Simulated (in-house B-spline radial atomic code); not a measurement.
# Er⁴³⁺: ionisation energy by several methods

Aim: the ionisation energy of Er⁴³⁺ by several methods, each as the difference of two self-consistent energies (Er⁴³⁺ and the next ion, [Ar] 3d6).

The numbers are computed with in-house B-spline radial atomic code version 1 (Dirac-Coulomb, several functionals; spherical all-electron atom at the radial basis limit), except any that are marked as measured or tabulated.

## Step 1: The atom as given

```
element       : erbium (Z = 68)
charge        : +43
electrons     : 25
configuration : [Ar] 3d7
nucleus       : Fermi, rms radius 5.252 fm
```

The outer shells:

[Ar] 3d7
```
[Ar] core
3d [↑↓][↑↓][↑ ][↑ ][↑ ]
```

The boxes only draw the filling; these runs are spin-restricted and spherical.

## Step 2: relativistic LDA

Settings, as recorded:

```ini
Z = 68
electrons = 25.0
configuration = [Ar] 3d7
hamiltonian = dirac
method = lda_x_rel,vwn
spin_polarised = False
nucleus = fermi
rms_radius = 5.2516
mass_number = 166
atomic_mass = 165.930301067
speed_of_light = 137.035999084
```

## Step 3: LDA (VWN5)

Changes to the settings of step 2:

```diff
@@ -4,3 +4,3 @@
 hamiltonian = dirac
-method = lda_x_rel,vwn
+method = lda,vwn
 spin_polarised = False
```

## Step 4: BLYP

Changes to the settings of step 3:

```diff
@@ -4,3 +4,3 @@
 hamiltonian = dirac
-method = lda,vwn
+method = b88,lyp
 spin_polarised = False
```

Q: The tabulated ionisation energy is 3505 ± 4 eV (tabulated theoretical; NIST Atomic Spectra Database). What does each method give, and which comes nearest?

As calculated:

| method | rung | total energy (hartree) | ΔSCF (eV) | −ε highest (eV) | ΔSCF less tabulated (eV) |
| --- | --- | --- | --- | --- | --- |
| relativistic LDA | LDA | -11688.0615 | 3522.79 | 3444.27 (3d5/2) | +17.79 |
| LDA (VWN5) | LDA | -11710.3253 | 3525.34 | 3446.74 (3d5/2) | +20.34 |
| BLYP | GGA | -11720.0575 | 3525.60 | 3446.99 (3d5/2) | +20.60 |

**Reading.** The tabulated ionisation energy is 3505 ± 4 eV (tabulated theoretical; NIST Atomic Spectra Database). relativistic LDA comes nearest (+17.79 eV) and BLYP is farthest (+20.60 eV, 0.59 %). All methods miss on the same side by much the same amount, which points to something that they share. Open shells are averaged (over orientations, and over spins where the run is restricted), while tables refer to the lowest levels.

Members of this set that are not shown: 1 used exact exchange with fractional occupations of an open shell, which is unsound here.
